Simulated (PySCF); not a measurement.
**Gd²⁺: excitation energy in ANO-RCC-VTZP**

Each state of gadolinium is computed at each level; their differences give the excitation energy. How far do the methods differ?

Program: PySCF 2.14.0. Level of theory: unrestricted determinants in a Gaussian basis, no spin-orbit coupling in the energies. These are calculated values, not measurements, unless marked.

### Step 1. The system

| Item | Value |
| --- | --- |
| Element | gadolinium (Z = 64) |
| Basis | ANO-RCC-VTZP |
| Hamiltonian | scalar relativity by spin-free X2C-1e |
| State 1 | Gd²⁺: [Xe] 4f7 6p1, high-spin 9P determinant (an excited configuration) |
| Needed too, but not shown | Gd²⁺ [Xe] 4f7 5d1 (9D) |
| Methods | M06-2X, B97-3 |

The outer shells:

Gd2+ [Xe] 4f7 6p1
```
[Xe] core
4f [↑ ][↑ ][↑ ][↑ ][↑ ][↑ ][↑ ]
6p [↑ ][  ][  ]
```

The runs were made by one driver on top of PySCF. The scripts below sum up each run's settings (the driver also hands on starting orbitals that pick excited configurations, and frozen orbitals as a list rather than a count), and the logs come from the driver's own runs. The driver starts from symmetry-adapted Hartree-Fock orbitals, holds the occupation by maximum overlap and uses a logarithmic radial grid for functionals, so a plain start would take other cycles.

The integrals over 104 functions and the set-up took 63 s of CPU time.

### Step 2. Gd²⁺ [Xe] 4f7 6p1

Level: M06-2X.

Contents of input.py:

```python
from pyscf import gto, scf, dft, mp, cc
import basis_set_exchange as bse
mol = gto.M(atom="Gd 0 0 0", charge=2, spin=8, symmetry="D2h",
            basis=gto.basis.parse(bse.get_basis("ANO-RCC-VTZP", elements=["Gd"], fmt="nwchem")),
            nucmod="G")
mf = dft.UKS(mol, xc="M062X").sfx2c1e()
mf.irrep_nelec = {'Ag': (9, 9), 'B1g': (2, 2), 'B2g': (2, 2), 'B3g': (2, 2), 'Au': (1, 0), 'B1u': (6, 4), 'B2u': (7, 4), 'B3u': (6, 4)}
mf.kernel()
```

Level: B97-3.

input.py, as changed from the run before:

```diff
@@ -5,3 +5,3 @@
             nucmod="G")
-mf = dft.UKS(mol, xc="M062X").sfx2c1e()
+mf = dft.UKS(mol, xc="HYB_GGA_XC_B97_3").sfx2c1e()
 mf.irrep_nelec = {'Ag': (9, 9), 'B1g': (2, 2), 'B2g': (2, 2), 'B3g': (2, 2), 'Au': (1, 0), 'B1u': (6, 4), 'B2u': (7, 4), 'B3u': (6, 4)}
```

What does the calculation give?

The runs gave:

```
                              quantity                      value
excitation energy, Gd²⁺ → [Xe] 4f7 6p1  UHF 5.293, B97-3 5.377 eV
```

The methods span 0.084 eV, from UHF (5.293) to B97-3 (5.377). No reference value is at hand in this session. The basis is finite, and no extrapolation was made.
